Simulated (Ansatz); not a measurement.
Geometry optimisation, DFT PBE-D3(BJ), scalar-relativistic, plane waves, PAW (Ansatz).

Input file:

```yaml
crystal:
  lattice:
    - [10.86, 0.0, 0.0]
    - [0.0, 10.86, 0.0]
    - [0.0, 0.0, 10.86]
  atoms:
    - { symbol: Si, position: [0.5006034, 0.0007572, -0.0016421] }
    - { symbol: Si, position: [0.6261275, 0.1237366, 0.1262447] }
    - { symbol: Si, position: [0.7482641, 0.24754, -0.0018075] }
    - { symbol: Si, position: [0.8744004, 0.3719719, 0.1264989] }
    - { symbol: Si, position: [0.7502656, -0.0014365, 0.2432956] }
    - { symbol: Si, position: [0.8776023, 0.1308494, 0.3744801] }
    - { symbol: Si, position: [0.002033, 0.0027844, 0.0011205] }
    - { symbol: Si, position: [0.1275498, 0.1269898, 0.1267124] }
    - { symbol: Si, position: [0.2532435, 0.2506378, -0.0018982] }
    - { symbol: Si, position: [0.376849, 0.3728333, 0.1203969], spin: 1.0 }
    - { symbol: Si, position: [0.5018138, 0.504796, 9.14e-05] }
    - { symbol: Si, position: [0.6236921, 0.6244859, 0.1220834] }
    - { symbol: Si, position: [0.7487092, 0.7463434, 0.0002508] }
    - { symbol: Si, position: [0.8747598, 0.8737474, 0.1215001] }
    - { symbol: Si, position: [0.2542149, -7.6e-06, 0.2498412] }
    - { symbol: Si, position: [0.3738502, 0.1218814, 0.3746981] }
    - { symbol: Si, position: [0.5014609, 0.2457859, 0.2508003] }
    - { symbol: Si, position: [0.6267606, 0.3728288, 0.3748225] }
    - { symbol: Si, position: [0.7459134, 0.4971678, 0.2489861] }
    - { symbol: Si, position: [0.8786708, 0.6201682, 0.3769961] }
    - { symbol: Si, position: [0.4999595, -0.001612, 0.4995847] }
    - { symbol: Si, position: [0.6238994, 0.1253262, 0.6274396] }
    - { symbol: Si, position: [0.7510588, 0.2512822, 0.4987629] }
    - { symbol: Si, position: [0.8762127, 0.3738072, 0.6217456] }
    - { symbol: Si, position: [0.7515802, -0.0018931, 0.7509957] }
    - { symbol: Si, position: [0.872772, 0.1239737, 0.8724284] }
    - { symbol: Si, position: [0.0026392, 0.5000508, -0.0019949] }
    - { symbol: Si, position: [0.1227413, 0.6249167, 0.1246022] }
    - { symbol: Si, position: [0.2519703, 0.7483013, 0.0030801] }
    - { symbol: Si, position: [0.379289, 0.871434, 0.1243287] }
    - { symbol: Si, position: [-0.002494, 0.2507229, 0.2475188] }
    - { symbol: Si, position: [0.1230927, 0.375758, 0.3737812] }
    - { symbol: Si, position: [0.3744325, 0.6260764, 0.3787869] }
    - { symbol: Si, position: [0.5000251, 0.7494875, 0.2455455] }
    - { symbol: Si, position: [0.6304921, 0.8733273, 0.3778145] }
    - { symbol: Si, position: [0.0011556, 0.0044677, 0.4997718] }
    - { symbol: Si, position: [0.1294435, 0.1254976, 0.627234] }
    - { symbol: Si, position: [0.2526167, 0.2524007, 0.4975827] }
    - { symbol: Si, position: [0.3758175, 0.3779639, 0.6214604] }
    - { symbol: Si, position: [0.491826, 0.4987034, 0.5013324] }
    - { symbol: Si, position: [0.626526, 0.6292957, 0.6226195] }
    - { symbol: Si, position: [0.7497109, 0.7539251, 0.4987321] }
    - { symbol: Si, position: [0.8741886, 0.872483, 0.6259834] }
    - { symbol: Si, position: [0.2514057, -0.0058607, 0.7515275] }
    - { symbol: Si, position: [0.3782892, 0.1279065, 0.8777787] }
    - { symbol: Si, position: [0.5048882, 0.2446338, 0.7509008] }
    - { symbol: Si, position: [0.6278438, 0.3791215, 0.8743536] }
    - { symbol: Si, position: [0.7498572, 0.498637, 0.7537532] }
    - { symbol: Si, position: [0.8773789, 0.6271365, 0.8716575] }
    - { symbol: Si, position: [-0.0005964, 0.7517131, 0.2489031] }
    - { symbol: Si, position: [0.1218971, 0.8762335, 0.3750482] }
    - { symbol: Si, position: [0.003427, 0.4994376, 0.4973825] }
    - { symbol: Si, position: [0.1269619, 0.6179345, 0.6226007] }
    - { symbol: Si, position: [0.2510407, 0.7486442, 0.504585] }
    - { symbol: Si, position: [0.3785274, 0.8720075, 0.6208193] }
    - { symbol: Si, position: [-0.006898, 0.2510831, 0.7492645] }
    - { symbol: Si, position: [0.1257798, 0.3758718, 0.8746293] }
    - { symbol: Si, position: [0.2512011, 0.4941916, 0.7504827] }
    - { symbol: Si, position: [0.3779566, 0.624175, 0.876029] }
    - { symbol: Si, position: [0.495274, 0.7519798, 0.7478944] }
    - { symbol: Si, position: [0.6233463, 0.8770638, 0.8798253] }
    - { symbol: Si, position: [-0.005477, 0.7515394, 0.7492182] }
    - { symbol: Si, position: [0.1228242, 0.8713004, 0.8771438] }
magnetization:
  spin_polarized: true
total_charge: 1
basis:
  ecutwfc: 420.0
kpoints:
  mp_grid: { grid: [1, 1, 1] }
hamiltonian:
  xc: pbe
  dispersion: d3bj
  pseudopotentials: { kind: paw, azcp: { folder: soft_1 } }
scf:
  occupations: { method: gaussian, width: 0.05 }
  lower_state_search: "off"
relax:
  f_tol: 0.03
  max_steps: 60
  adjacent_minimum: "off"
output:
  write_density: true
  write_potential: true
  elf: true
  volumetric_format: npy
```

Run as:

```bash
$ ansatz run input.yaml --threads 4 --pin off --max-ram 10240MiB --backend cpu --events-out ev --progress --plain --runs-dir out
```

Where does it end, and by what steps?

The forces met the threshold. The force dipped under the threshold on the way, but the program's further checks kept it going. Limits of this set-up: coarse k mesh, a typed lattice constant that wasn't relaxed here, charged cell in a uniform background, uncorrected. After 10 steps the energy has fallen by 1.095 eV; Si10 moved furthest, 0.11 Å.

```tsv
step	energy less start (eV)	largest force component (eV/Å)	accepted
0	0.0000	1.442	yes
1	-1.0105	0.407	yes
2	-1.0824	0.139	yes
3	-1.0848	0.112	yes
4	-1.0625	0.140	no
5	-1.0931	0.059	yes
6	-1.0952	0.008	yes
7	-1.0952	0.008	yes
8	-1.0953	0.004	yes
9	-1.0953	0.004	yes
10	-1.0953	0.004	yes
```

```xyz
63
Lattice="10.8600 0.0000 0.0000 0.0000 10.8600 0.0000 0.0000 0.0000 10.8600" Properties=species:S:1:pos:R:3
Si 5.437 -0.004 -0.007
Si 6.790 1.356 1.347
Si 8.149 2.708 -0.007
Si 9.505 4.068 1.352
Si 8.158 -0.013 2.702
Si 9.515 1.369 4.078
Si 0.010 -0.001 -0.001
Si 1.371 1.356 1.355
Si 2.723 2.724 0.009
Si 4.045 4.102 1.393
Si 5.423 5.423 0.009
Si 6.790 6.775 1.355
Si 8.147 8.137 -0.001
Si 9.520 9.486 1.342
Si 2.722 -0.005 2.709
Si 4.076 1.355 4.060
Si 5.426 2.720 2.709
Si 6.791 4.070 4.060
Si 8.151 5.424 2.709
Si 9.494 6.786 4.071
Si 5.431 -0.001 5.422
Si 6.793 1.353 6.786
Si 8.147 2.714 5.422
Si 9.521 4.057 6.772
Si 8.153 -0.007 8.138
Si 9.506 1.353 9.498
Si 0.038 5.413 0.027
Si 1.400 6.746 1.424
Si 2.732 8.108 0.027
Si 4.078 9.500 1.352
Si 0.036 2.740 2.696
Si 1.398 4.132 4.031
Si 4.014 6.747 4.031
Si 5.406 8.109 2.696
Si 6.777 9.491 4.078
Si 0.005 0.005 5.427
Si 1.354 1.370 6.776
Si 2.735 2.741 5.392
Si 4.078 4.067 6.786
Si 5.405 5.411 5.392
Si 6.776 6.792 6.776
Si 8.141 8.141 5.427
Si 9.507 9.499 6.785
Si 2.727 -0.012 8.132
Si 4.083 1.357 9.503
Si 5.437 2.708 8.142
Si 6.789 4.063 9.502
Si 8.158 5.419 8.132
Si 9.515 6.791 9.515
Si 0.022 8.123 2.732
Si 1.359 9.511 4.071
Si 0.024 5.448 5.406
Si 1.360 6.786 6.796
Si 2.698 8.121 5.405
Si 4.089 9.485 6.771
Si 0.011 2.715 8.145
Si 1.372 4.072 9.503
Si 2.722 5.424 8.140
Si 4.074 6.774 9.503
Si 5.431 8.135 8.145
Si 6.793 9.500 9.498
Si 0.005 8.141 8.150
Si 1.355 9.491 9.515
```

Whether the end is a true minimum wasn't checked by a vibrational analysis.

Run time: 3.6 min on 4 threads of Arm Neoverse V1, with other jobs on the host, peak memory 1.6 GiB.
